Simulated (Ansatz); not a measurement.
**CdSe: pressure up to the limit of the methods**

How does CdSe (zincblende type) answer strong compression, and how long do frozen cores keep up with all electrons? Methods of the runs shown: LAPW, crystal datasets and norm-conserving. Companion runs by PAW are cited. Its runs: the reference run (LAPW); volume scaled by 1 (crystal datasets and norm-conserving); volume scaled by 0.94 (LAPW); volume scaled by 0.88 (LAPW); volume scaled by 0.8 (LAPW); volume scaled by 0.72 (LAPW); volume scaled by 0.64 (LAPW); volume scaled by 0.55 (LAPW, crystal datasets and norm-conserving).

Method: DFT PBE, with the methods named in each step, in Ansatz 0.2.0.

## 1. The system as given

The structure is cubic, space group F-43m (No. 216). Conventional cell: a = 6.196 Å, b = 6.196 Å, c = 6.196 Å, α = 90.00°, β = 90.00°, γ = 90.00°. Cd (site symmetry -43m) is surrounded by 4 Se at 2.68 Å. Around Se (site symmetry -43m) lie 4 Cd at 2.68 Å.

Structure file:

```xyz
2
Lattice="0.0000 3.0981 3.0981 3.0981 0.0000 3.0981 3.0981 3.0981 0.0000" Properties=species:S:1:pos:R:3 pbc="T T T"
Cd    0.0000    0.0000    0.0000
Se    1.5490    1.5490    1.5490
```

Whether this phase is the stable one at these pressures isn't tested.

Atoms are numbered in the order of the input: Cd1, Se2.

## 2. The reference volume, LAPW

input.yaml reads:

```yaml
crystal:
  lattice:
    - [0.0, 3.0980889089, 3.0980889089]
    - [3.0980889089, 0.0, 3.0980889089]
    - [3.0980889089, 3.0980889089, 0.0]
  atoms:
    - { symbol: Cd, position: [0.0, 0.0, 0.0] }
    - { symbol: Se, position: [0.25, 0.25, 0.25] }
kpoints:
  mp_grid: { grid: [11, 11, 11] }
  band_path:
    path:
      - [0.0, 0.0, 0.0]
      - [-0.5, -0.5, 0.0]
      - [-0.375, -0.375, 0.25]
      - [-0.375, 0.0, 0.375]
      - [0.0, 0.0, 0.0]
      - [0.0, 0.0, 0.5]
      - [-0.5, -0.25, 0.25]
      - [-0.5, -0.5, 0.0]
    npoints: 14
scf:
  occupations: { method: fermi_dirac, width: 0.1 }
hamiltonian:
  xc: pbe
  pseudopotentials: { kind: all_electron, lapw: { basis_error: 0.001 } }
output:
  forces: true
  stress: true
  eigenvalues: true
  populations: true
  dos: { projected: true, de: 0.2, e_range: [-14, 8] }
```

Command:

```console
$ ansatz run input.yaml --threads 1 --pin off --max-ram 2048MiB --backend cpu --events-out ev --progress --plain --runs-dir out
```

## 3. Volume scaled by 1, crystal datasets

input.yaml reads:

```yaml
crystal:
  lattice:
    - [0.0, 3.0980889089, 3.0980889089]
    - [3.0980889089, 0.0, 3.0980889089]
    - [3.0980889089, 3.0980889089, 0.0]
  atoms:
    - { symbol: Cd, position: [0.0, 0.0, 0.0] }
    - { symbol: Se, position: [0.25, 0.25, 0.25] }
kpoints:
  mp_grid: { grid: [11, 11, 11] }
scf:
  occupations: { method: fermi_dirac, width: 0.1 }
hamiltonian:
  xc: pbe
  pseudopotentials: { kind: all_electron, datasets: crystal }
output:
  forces: true
  stress: true
  eigenvalues: true
```

## 4. Volume scaled by 1, norm-conserving

Edit input.yaml of step 3 so:

```diff
@@ -14,3 +14,3 @@
   xc: pbe
-  pseudopotentials: { kind: all_electron, datasets: crystal }
+  pseudopotentials: { kind: nc }
 output:
```

## 5. Volume scaled by 0.94, LAPW

input.yaml reads:

```yaml
crystal:
  lattice:
    - [0.0, 3.0348448587, 3.0348448587]
    - [3.0348448587, 0.0, 3.0348448587]
    - [3.0348448587, 3.0348448587, 0.0]
  atoms:
    - { symbol: Cd, position: [0.0, 0.0, 0.0] }
    - { symbol: Se, position: [0.25, 0.25, 0.25] }
kpoints:
  mp_grid: { grid: [11, 11, 11] }
scf:
  occupations: { method: fermi_dirac, width: 0.1 }
hamiltonian:
  xc: pbe
  pseudopotentials: { kind: all_electron, lapw: { basis_error: 0.001 } }
output:
  forces: true
  stress: true
  eigenvalues: true
  populations: true
```

## 6. Volume scaled by 0.88, LAPW

Edit input.yaml of step 5 so:

```diff
@@ -2,5 +2,5 @@
   lattice:
-    - [0.0, 3.0348448587, 3.0348448587]
-    - [3.0348448587, 0.0, 3.0348448587]
-    - [3.0348448587, 3.0348448587, 0.0]
+    - [0.0, 2.9688489434, 2.9688489434]
+    - [2.9688489434, 0.0, 2.9688489434]
+    - [2.9688489434, 2.9688489434, 0.0]
   atoms:
```

## 7. Volume scaled by 0.8, LAPW

Edit input.yaml of step 6 so:

```diff
@@ -2,5 +2,5 @@
   lattice:
-    - [0.0, 2.9688489434, 2.9688489434]
-    - [2.9688489434, 0.0, 2.9688489434]
-    - [2.9688489434, 2.9688489434, 0.0]
+    - [0.0, 2.876010977, 2.876010977]
+    - [2.876010977, 0.0, 2.876010977]
+    - [2.876010977, 2.876010977, 0.0]
   atoms:
```

## 8. Volume scaled by 0.72, LAPW

input.yaml reads:

```yaml
crystal:
  lattice:
    - [0.0, 2.7767580683, 2.7767580683]
    - [2.7767580683, 0.0, 2.7767580683]
    - [2.7767580683, 2.7767580683, 0.0]
  atoms:
    - { symbol: Cd, position: [0.0, 0.0, 0.0] }
    - { symbol: Se, position: [0.25, 0.25, 0.25] }
kpoints:
  mp_grid: { grid: [11, 11, 11] }
  band_path:
    path:
      - [0.0, 0.0, 0.0]
      - [-0.5, -0.5, 0.0]
      - [-0.375, -0.375, 0.25]
      - [-0.375, 0.0, 0.375]
      - [0.0, 0.0, 0.0]
      - [0.0, 0.0, 0.5]
      - [-0.5, -0.25, 0.25]
      - [-0.5, -0.5, 0.0]
    npoints: 8
scf:
  occupations: { method: fermi_dirac, width: 0.1 }
hamiltonian:
  xc: pbe
  pseudopotentials: { kind: all_electron, lapw: { basis_error: 0.001 } }
output:
  forces: true
  stress: true
  eigenvalues: true
  populations: true
  dos: { projected: true, de: 0.2, e_range: [-14, 8] }
```

## 9. Volume scaled by 0.64, LAPW

input.yaml reads:

```yaml
crystal:
  lattice:
    - [0.0, 2.6698520872, 2.6698520872]
    - [2.6698520872, 0.0, 2.6698520872]
    - [2.6698520872, 2.6698520872, 0.0]
  atoms:
    - { symbol: Cd, position: [0.0, 0.0, 0.0] }
    - { symbol: Se, position: [0.25, 0.25, 0.25] }
kpoints:
  mp_grid: { grid: [11, 11, 11] }
scf:
  occupations: { method: fermi_dirac, width: 0.1 }
hamiltonian:
  xc: pbe
  pseudopotentials: { kind: all_electron, lapw: { basis_error: 0.001 } }
output:
  forces: true
  stress: true
  eigenvalues: true
  populations: true
```

## 10. Volume scaled by 0.55, LAPW

input.yaml reads:

```yaml
crystal:
  lattice:
    - [0.0, 2.5383301412, 2.5383301412]
    - [2.5383301412, 0.0, 2.5383301412]
    - [2.5383301412, 2.5383301412, 0.0]
  atoms:
    - { symbol: Cd, position: [0.0, 0.0, 0.0] }
    - { symbol: Se, position: [0.25, 0.25, 0.25] }
kpoints:
  mp_grid: { grid: [11, 11, 11] }
  band_path:
    path:
      - [0.0, 0.0, 0.0]
      - [-0.5, -0.5, 0.0]
      - [-0.375, -0.375, 0.25]
      - [-0.375, 0.0, 0.375]
      - [0.0, 0.0, 0.0]
      - [0.0, 0.0, 0.5]
      - [-0.5, -0.25, 0.25]
      - [-0.5, -0.5, 0.0]
    npoints: 8
scf:
  occupations: { method: fermi_dirac, width: 0.1 }
hamiltonian:
  xc: pbe
  pseudopotentials: { kind: all_electron, lapw: { basis_error: 0.001 } }
output:
  forces: true
  stress: true
  eigenvalues: true
  populations: true
  dos: { projected: true, de: 0.2, e_range: [-14, 8] }
```

## 11. Volume scaled by 0.55, crystal datasets

input.yaml reads:

```yaml
crystal:
  lattice:
    - [0.0, 2.5383301412, 2.5383301412]
    - [2.5383301412, 0.0, 2.5383301412]
    - [2.5383301412, 2.5383301412, 0.0]
  atoms:
    - { symbol: Cd, position: [0.0, 0.0, 0.0] }
    - { symbol: Se, position: [0.25, 0.25, 0.25] }
kpoints:
  mp_grid: { grid: [11, 11, 11] }
scf:
  occupations: { method: fermi_dirac, width: 0.1 }
hamiltonian:
  xc: pbe
  pseudopotentials: { kind: all_electron, datasets: crystal }
output:
  forces: true
  stress: true
  eigenvalues: true
```

## 12. Volume scaled by 0.55, norm-conserving

Edit input.yaml of step 11 so:

```diff
@@ -14,3 +14,3 @@
   xc: pbe
-  pseudopotentials: { kind: all_electron, datasets: crystal }
+  pseudopotentials: { kind: nc }
 output:
```

(Steps that only read results are left out.)

Before running it: what results should come out? Wanted: LAPW pressure at 0.55 of the volume; PAW pressure at 0.55 of the volume; PAW; crystal datasets pressure at 0.55 of the volume; norm-conserving pressure at 0.55 of the volume; fitted bulk modulus at zero pressure.

The runs gave:

| quantity | value |
| --- | --- |
| LAPW pressure at 0.55 of the volume | 108.0 GPa |
| PAW pressure at 0.55 of the volume | 108.0 GPa |
| PAW (level accurate) pressure at 0.55 of the volume | 108.1 GPa |
| crystal datasets pressure at 0.55 of the volume | 108.0 GPa |
| norm-conserving pressure at 0.55 of the volume | 108.0 GPa |
| fitted bulk modulus at zero pressure (LAPW) | 46 GPa |
| its pressure derivative | 4.53 |

**Reading.** By LAPW the pressure climbs to 108 GPa at 0.55 of the first volume. One third-order Birch-Murnaghan curve follows these points (B₀ = 46 GPa, B′ = 4.53, misfit at most 0.07 GPa). A fit over so wide a range leans to the high pressures, so B₀ can be off by several per cent. Where LAPW's pressure is over 3 GPa, PAW's departs from it by at most 0.7 %, at 0.94 of the volume. The gap goes from 0.50 to 1.35 eV. The ions are at rest, and the electrons smeared by 0.1 eV.
